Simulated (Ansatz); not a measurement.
# RuCl (quartet): wave-function methods side by side, def2-TZVPP

One table from this session's results is given with a row withheld; the runs are named, their logs left out.

The runs use Ansatz 0.2.0, Gaussian basis; def2-TZVPP, core rule «outside noble gas», up to 9 orbitals frozen.

Plan: UHF; ROHF; CCSD(T) on UHF.

**What is computed**

The geometry is a PBE0/def2-TZVP stationary point (not a proven minimum) of the parent state, kept for this charge and spin. No spin-orbit coupling is included. Elements past krypton take def2 core potentials.

2 atoms, charge 0, spin multiplicity 4.

Atoms are counted from 1 here; the program's logs count them from 0.

Bond lengths: Ru1–Cl2 2.280 Å.

Set-up of the first run:

The input, in.yaml:

```yaml
crystal:
  periodic: [false, false, false]
  atoms:
    - {symbol: Ru, position_ang: [0.000000, 0.000000, 0.000000]}
    - {symbol: Cl, position_ang: [0.000000, 0.000000, 2.280400]}
basis:
  gaussian: {orbitals: def2-TZVPP}
magnetization: {spin_polarized: true, initial_magnetization: 3}
hamiltonian: {xc: hf}
output: {orbitals: {seedname: orbitals}}
```

Launch:

```sh
ansatz run in.yaml --threads 1 --pin off --events-out ev --progress --plain --max-ram 4096MiB --backend cpu
```

Among the steps run: UHF; ROHF; CCSD(T) on UHF.

One of the session's tables, all rows but one given; the rest of the session is left out.

```
  method  from UCCSD(T) (kJ/mol)
    ROHF                 +1126.9
     UHF                 +1104.7
    UMP2                   +90.7
   UCCSD                       ?
UCCSD(T)                       0
```

Estimate the missing values for UCCSD.

**Answer.** from UCCSD(T) (kJ/mol): +47.5. In the column «from UCCSD(T) (kJ/mol)» it lies between UCCSD(T) (0) and UMP2 (+90.7).

Caveats from the session: Warnings: coupled cluster took another determinant than the lowest.
